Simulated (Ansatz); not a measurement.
# TiC: properties at the relaxed cell

The task here is to estimate one member of a computed series from the others.

The COD entry's cell or inner coordinates are ideal or old and differ from later refinements, so a difference from it is no clean test against experiment.

Program: Ansatz 0.2.0. Level of theory: DFT PBEsol, scalar-relativistic, plane waves, PAW. These are calculated values, not measurements.

1 further run of the same task is left out (set aside as unsound or not needed).

### The system as given

Symmetry: Fm-3m, No. 225, cubic system. Conventional cell: a = 4.293 Å, b = 4.293 Å, c = 4.293 Å, α = 90.00°, β = 90.00°, γ = 90.00°. Ti (site symmetry m-3m) is surrounded by 6 C at 2.15 Å. C (site symmetry m-3m) has 6 Ti at 2.15 Å as nearest neighbours.

Structure file:

```cif
data_structure
_symmetry_space_group_name_H-M 'P 1'
_symmetry_Int_Tables_number 1
_cell_length_a 3.0359
_cell_length_b 3.0359
_cell_length_c 3.0359
_cell_angle_alpha 60.000
_cell_angle_beta 60.000
_cell_angle_gamma 60.000
_cell_volume 19.78
loop_
_atom_site_label
_atom_site_type_symbol
_atom_site_fract_x
_atom_site_fract_y
_atom_site_fract_z
_atom_site_occupancy
Ti1 Ti 0.00000 0.00000 0.00000 1
C1 C 0.50000 0.50000 0.50000 1
```

This cell was relaxed beforehand with the same method: volume 9.89 Å³/atom, gap on the mesh none (metal).

Set-up of the first run:

input.yaml reads:

```yaml
crystal:
  lattice:
    - [0.0, 2.1466778696, 2.1466778696]
    - [2.1466778696, 0.0, 2.1466778696]
    - [2.1466778696, 2.1466778696, 0.0]
  atoms:
    - { symbol: Ti, position: [0.0, 0.0, 0.0] }
    - { symbol: C, position: [0.5, 0.5, 0.5] }
basis:
  ecutwfc: 420
kpoints:
  mp_grid: { grid: [16, 16, 16] }
  band_path:
    path:
      - [[0.0, 0.0, 0.0], [0.5, 0.0, 0.5], [0.625, 0.25, 0.625]]
      - [[0.375, 0.375, 0.75], [0.0, 0.0, 0.0], [0.5, 0.5, 0.5], [0.5, 0.25, 0.75], [0.5, 0.0, 0.5]]
    npoints: 14
hamiltonian:
  xc: pbesol
scf:
  occupations: { method: gaussian, width: 0.1 }
  n_extra_bands: 6
output:
  forces: true
  stress: true
  eigenvalues: true
  populations: true
  dos: { projected: true, de: 0.02, nscf_kmesh: { grid: [24, 24, 24] } }
  bader: true
  write_density: true
  write_potential: true
  elf: true
  volumetric_format: npy
```

The run is started by

```sh
$ ansatz run input.yaml --threads 1 --pin off --max-ram 2560MiB --backend cpu --events-out ev --progress --plain --runs-dir out
```

Among the steps run: Electronic structure at the relaxed geometry; Point at V/V0 = 0.97; Volume × 1.03; Point at V/V0 = 0.94; The cell scaled to 1.06 of its volume.

One table of the session follows, with a row left open; its other results are not shown here.

It belongs to the step «Fit of the equation of state». 

```
volume (Å³/atom)  energy above the lowest point (meV/atom)  pressure (GPa)
           9.299                                      32.8           18.68
           9.596                                       7.7            8.63
           9.892                                       0.0           -0.02
          10.189                                         ?               ?
          10.486                                      27.1          -13.87
```

Q: Estimate the row for volume (Å³/atom) = 10.189 from the others.

Worked estimate for «energy above the lowest point (meV/atom)». A straight line through the neighbours (9.892, 0.0) and (10.486, 27.1) gives 0.0 + (27.1 − 0.0) × (10.189 − 9.892) / (10.486 − 9.892) = 13.6; a parabola fitted to 3 rows on both sides gives 6.5.

**Answer.** energy above the lowest point (meV/atom): 7.1; pressure (GPa): -7.46. In «energy above the lowest point (meV/atom)» the line misses by +6.5 and the parabola by -0.6.
